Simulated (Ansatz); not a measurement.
# HfSc: straining the crystal, biaxial strain in the a-b plane

The task here is to estimate one member of a computed series from the others.

Program: Ansatz 0.2.0. Level of theory: DFT r2SCAN, scalar-relativistic, plane waves, PAW. These are calculated values, not measurements.

2 further runs of the same task are left out: 2 set aside as unsound or not needed.

### The system as given

The structure is hexagonal, space group P-6m2 (No. 187). The conventional cell has a = 3.242 Å, b = 3.242 Å, c = 5.095 Å, α = 90.00°, β = 90.00°, γ = 120.00°. Hf (site symmetry -6m2) is surrounded by 6 Sc at 3.16 Å and 6 Hf at 3.24 Å. Sc (site symmetry -6m2) is surrounded by 6 Hf at 3.16 Å and 6 Sc at 3.24 Å.

As a file:

```
CELL_PARAMETERS angstrom
3.24245 0.00000 0.00000
-1.62123 2.80805 0.00000
0.00000 0.00000 5.09498
ATOMIC_POSITIONS crystal
Hf 0.66667 0.33333 0.50000
Sc 0.33333 0.66667 0.00000
```

It goes back to an entry of the Materials Project, which need not be the stable form.

This cell was relaxed beforehand with the same method: volume 23.19 Å³/atom, gap on the mesh none (metal).

The unstrained cell was computed beforehand with the same settings: E(σ→0) = -17873.6013 eV for 2 atoms, gap none (metal).

Set-up of the first run:

The input, input.yaml:

```yaml
crystal:
  lattice:
    - [3.1776052039, 0.0, 0.0]
    - [-1.588802602, 2.7518868298, 0.0]
    - [0.0, 0.0, 5.1561229552]
  atoms:
    - { symbol: Hf, position: [0.6666666667, 0.3333333333, 0.5] }
    - { symbol: Sc, position: [0.3333333333, 0.6666666667, 0.0] }
basis:
  ecutwfc: 500
kpoints:
  mp_grid: { grid: [15, 15, 8] }
hamiltonian:
  xc: r2scan
scf:
  occupations: { method: gaussian, width: 0.1 }
output:
  forces: true
  stress: true
  eigenvalues: true
relax:
  adjacent_minimum: "off"
  f_tol: 0.008
  max_steps: 40
  cell: { stress_tol: 0.05, fix: [a, b, gamma] }
```

Steps of the session up to this table: At -2.0 %; Strain +2.0 %; Strain -4.0 %; Strain +4.0 %; The cell strained by -6.0 %; At +6.0 %.

One of the session's tables, all rows but one given; the rest of the session is left out.

Lengths are those of the vectors of the cell that was run; stresses in GPa:

| strain (%) | ΔE (meV/atom) | a (Å) | b (Å) | c (Å) |
| --- | --- | --- | --- | --- |
| -6.0 | 92.4 | 3.048 | 3.048 | 5.347 |
| -4.0 | 41.9 | 3.113 | 3.113 | 5.261 |
| -2.0 | 10.8 | 3.178 | 3.178 | 5.167 |
| +0.0 | 0.0 | 3.242 | 3.242 | 5.095 |
| +2.0 | 10.1 | 3.307 | 3.307 | 5.040 |
| +4.0 | ? | ? | ? | ? |
| +6.0 | 84.5 | 3.437 | 3.437 | 4.931 |

Estimate the missing values for strain (%) = +4.0.

Worked estimate for «ΔE (meV/atom)». A straight line through the neighbours (2.0, 10.1) and (6.0, 84.5) gives 10.1 + (84.5 − 10.1) × (4.0 − 2.0) / (6.0 − 2.0) = 47.3; a parabola fitted to 3 rows on both sides gives 38.3.

The run gave: ΔE (meV/atom): 38.9; a (Å): 3.372; b (Å): 3.372; c (Å): 4.982. In «ΔE (meV/atom)» the line misses by +8.4 and the parabola by -0.6.

ΔE is over the unstrained cell. Stress in GPa, positive in compression, on the Cartesian axes of the input. 
